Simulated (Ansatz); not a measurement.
**CH₂STe (SMILES S=C[TeH]): a relaxed scan of the bond length C2–H4**

Aim: the energy along the bond length C2–H4, from CCSD(T) and from cheaper methods, relative to the minimum. At each value the rest of the molecule is relaxed at PBE0-D4 with the distance held.

Computed with Ansatz 0.2.0, Gaussian basis. Level: single points in def2-TZVPP.

Levels: PBE-D4, r2SCAN-D4, PBE0-D4, B3LYP-D4, wB97M-V, Hartree-Fock, MP2, CCSD, CCSD(T). The scan takes 0.981, 1.003, 1.035, 1.073, 1.114, 1.159, 1.206, 1.256, 1.308 Å.

Cores are frozen in the correlated methods. Filled d shells of the heavier atoms are correlated. Core potentials replace the inner electrons past krypton, and spin-orbit coupling is left out. B3LYP uses VWN-RPA correlation.

181 further runs of the same task are left out: 181 set aside as unsound or not needed.

### Step 1. The system as given

The minimum, relaxed at PBE0-D4: SMILES `S=C[TeH]`, 5 atoms, charge 0, spin multiplicity 1.

Atoms are counted from 1 here; the program's logs count them from 0.

Bond lengths: S1–C2 1.606 Å, C2–Te3 2.080 Å, C2–H4 1.090 Å, Te3–H5 1.661 Å. Angles: S1–C2–Te3 124.9°, S1–C2–H4 122.5°, Te3–C2–H4 112.6°, C2–Te3–H5 93.9°.

Geometry (Å):

```
S    -0.8594   -1.8836   -0.7077
C    -0.3591   -0.5366    0.0108
Te    0.9803    0.8251   -0.8119
H    -0.6997   -0.2421    1.0038
H     0.9379    1.8372    0.5049
```

Energies of the minimum (eV), from earlier single points: PBE-D4 -19192.13040, r2SCAN-D4 -19199.61456, PBE0-D4 -19193.35552, B3LYP-D4 -19201.27391, wB97M-V -19196.12012, CCSD(T) -19167.07526.

At the minimum the bond length C2–H4 is 1.090 Å.

### Step 2. C2–H4 = 0.981 Å

Input file relax/in.yaml:

```yaml
crystal:
  periodic: [false, false, false]
  atoms:
    - {symbol: S, position_ang: [-0.859355, -1.883598, -0.707686]}
    - {symbol: C, position_ang: [-0.359147, -0.536639, 0.010841]}
    - {symbol: Te, position_ang: [0.980328, 0.825134, -0.811919]}
    - {symbol: H, position_ang: [-0.665561, -0.271649, 0.904290]}
    - {symbol: H, position_ang: [0.937881, 1.837224, 0.504914]}
basis:
  gaussian: {orbitals: def2-TZVP}
hamiltonian: {xc: pbe0, dispersion: d4}
relax: {f_tol: 0.005, max_steps: 200, constraints: [{distance: [1, 3]}]}
```

Launch:

```bash
> ansatz run in.yaml --threads 2 --pin off --events-out ev --progress --plain --max-ram 4352MiB
```

The runs that follow: C2–H4 = 1.003 Å; C2–H4 = 1.035 Å; C2–H4 = 1.073 Å; C2–H4 = 1.114 Å; C2–H4 = 1.159 Å; C2–H4 = 1.206 Å; C2–H4 = 1.256 Å; C2–H4 = 1.308 Å.

**Question.** What will these runs give? Wanted: highest point, CCSD(T); lowest point, CCSD(T); minimum along the scan, CCSD(T); RMS deviation from CCSD(T); largest T1 diagnostic.

**Answer**, as computed:

| quantity | value |
| --- | --- |
| highest point, CCSD(T) | 50.8 kJ/mol at 1.308 Å |
| lowest point, CCSD(T) | 0.0 kJ/mol at 1.090 Å |
| minimum along the scan, CCSD(T) | 1.088 Å |
| curvature there | 33.4 eV/Å² |
| RMS deviation from CCSD(T) | PBE-D4 3.3, r2SCAN-D4 0.9, PBE0-D4 0.4, B3LYP-D4 0.3, wB97M-V 0.4, Hartree-Fock 5.2, MP2 0.3, CCSD 1.0 kJ/mol |
| largest T1 diagnostic | 0.016 |

**Reading.** A polynomial through the near points puts the CCSD(T) minimum 0.002 Å below the PBE0-D4 value. It is steeper on the short side than on the long one. Curvature against CCSD(T): PBE-D4 -6 %, Hartree-Fock +10 %. The curve of B3LYP-D4 lies nearest to CCSD(T), that of Hartree-Fock farthest. The restricted Hartree–Fock reference is unstable towards an unrestricted one at one or more of these structures.
